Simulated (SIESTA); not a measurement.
TiNbC2:

```
Nb Ti C
1.0
     1.56522    0.90368    5.09669
    -1.56522    0.90368    5.09669
     0.00000   -1.80736    5.09669
Nb Ti C
1 1 2
Cartesian
  0.0000 0.0000 0.0000
  0.0000 0.0000 7.6450
  0.0000 0.0000 3.7853
  0.0000 0.0000 11.5047
```

The cell comes from a database or a generator and needn't be the stable form of this composition.

```yaml
Program: SIESTA 5.4.2
Task: single point
Functional: PBEsol
Potentials_or_basis: PseudoDojo 0.4 standard (PBEsol files)
Basis: DZP (energy shift 0.003 Ry; two zetas on semicore shells)
Grid_cutoff: 800 Ry
Energy_shift: 0.003 Ry
k_mesh: 10 × 10 × 10
Occupations: fermi-dirac, width 0.05 eV
Spin: no spin polarisation
```

On this cell: pressure -6.3 GPa; largest force 0.017 eV/Å; band gap on the k mesh none (metal or under the smearing width).

The same run follows on a disturbed copy (atoms moved at random, drawn with an rms of 0.05 Å):

```
CELL_PARAMETERS angstrom
1.56522 0.90368 5.09669
-1.56522 0.90368 5.09669
0.00000 -1.80736 5.09669
ATOMIC_POSITIONS crystal
Nb 0.00298 0.99912 0.00113
Ti 0.50151 0.50097 0.48678
C 0.25047 0.23576 0.25279
C 0.73897 0.76628 0.74443
```

What changes?

The energy (extrapolated to zero smearing) moves by +17.7 meV/atom; pressure -5.5 GPa; largest force 1.400 eV/Å; band gap on the k mesh none (metal or under the smearing width).

Forces in eV/Å, atoms in the order of the input:
```
Nb  -0.232 -0.017 -1.380
Ti  -0.133 -0.245  0.936
C   -0.321  0.356  0.012
C    0.686 -0.093  0.432
```

Stress tensor (GPa, compression positive):
```
-6.02  0.51  0.76
 0.51 -5.52 -0.56
 0.76 -0.56 -4.87
```

Caveats: the basis of atomic orbitals isn't converged, which shifts pressures, moduli and gaps.
